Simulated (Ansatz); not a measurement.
# Cl2GaH: short molecular-dynamics run from a Python script

How does Cl2GaH move over a short run? Aim: a short molecular-dynamics run, for Cl2GaH, run from a script.

Program: the Python package of Ansatz 0.2.0. Level of theory: Hartree-Fock/def2-SVP. These are calculated values, not measurements.

### Step 1. The structure

Bond lengths: Cl1–Ga2 2.302 Å, Ga2–Cl3 2.203 Å, Ga2–H4 1.451 Å. Angles: Cl1–Ga2–Cl3 115.2°, Cl1–Ga2–H4 126.4°, Cl3–Ga2–H4 117.8°.

The script reads cl2gah.xyz:

```xyz
4

Cl   -2.09080   -0.08860   -0.59270
Ga    0.14120    0.17760   -0.09820
Cl    1.10800   -1.56340    0.84300
H     0.89710    1.41410   -0.17240
```

### Step 2. The script

File run_md.py:

```python
import ansatz as az
import numpy as np

geometry = az.Crystal.molecule_from_extxyz("cl2gah.xyz")

setup = geometry.calculation().basis(gaussian="def2-SVP").functional("hf")
symbols = [site.symbol for site in geometry.cartesian_sites]
start = np.array([site.position_ang for site in geometry.cartesian_sites], dtype=float)
rep = setup.relax(force_tolerance=0.02, max_steps=100).run(threads=1).report
end = np.array(rep["positions_ang"])
minimum = az.Crystal.molecule()
for symbol, place in zip(symbols, end):
    minimum = minimum.atom(symbol, place.tolist())

setup = (
    minimum.calculation()
    .basis(gaussian="def2-SVP")
    .functional("hf")
    .md("nve", timestep=0.5, steps=30, temperature=200, initial_velocities="maxwell_boltzmann", seed=31)
)
frames = []
res = setup.session().plan().execute(on_event=lambda e: frames.append(e["data"]) if e["event"] == "md_step" else None)
print("t (fs)   E_pot (eV)      E_kin (eV)   T (K)   d(0-1) (A)")
for f in frames[::3]:
    xyz = np.array(f["positions_ang"])
    print(f"{f['time_fs']:6.2f} {f['lagrangian_ev']:14.5f} {f['e_kin_ev']:10.5f} {f['temperature_k']:8.1f} {np.linalg.norm(xyz[0] - xyz[1]):9.4f}")
kept = np.array([f["conserved_ev"] for f in frames])
print(f"conserved energy moves by at most {1000 * np.ptp(kept):.3f} meV")
```

### Step 3. The run

On the command line:

```bash
$ python run_md.py
```

**Question.** What results will this script give? Wanted: moves of the relaxation of run 1; energy gained in run 1; last largest force component of run 1; mean temperature, second half; farthest move; largest change of the conserved energy.

The runs gave:

| quantity | value |
| --- | --- |
| runs compared | 2 |
| moves of the relaxation of run 1 | 3 |
| energy gained in run 1 | 0.320 eV |
| last largest force component of run 1 | 0.0043 eV/Å |
| length of the run | 30 steps, 15 fs |
| mean temperature, second half | 47 K |
| farthest move | 0.21 Å |
| largest change of the conserved energy | 0.03 meV/atom |

The dearest, run 2 (dynamics), took some 6 times as long as run 1 (relaxation). Run 1: The relaxation took 3 moves; the largest shift is 0.133 Å, of atom 1 (Cl). The temperature swings between 22 and 200 K, with a mean of 47 K in the second half; from a start near a minimum about half of the kinetic energy passes into potential energy. The conserved energy stays within 0.03 meV/atom, so the time step holds. 15 fs show the first vibrations only, not equilibrium. What to keep in mind:
- The trajectory is only some femtoseconds long, and gives no averages; where the script doesn't relax first, it starts from a rough generated geometry.
- The temperature counts the internal degrees of freedom alone.
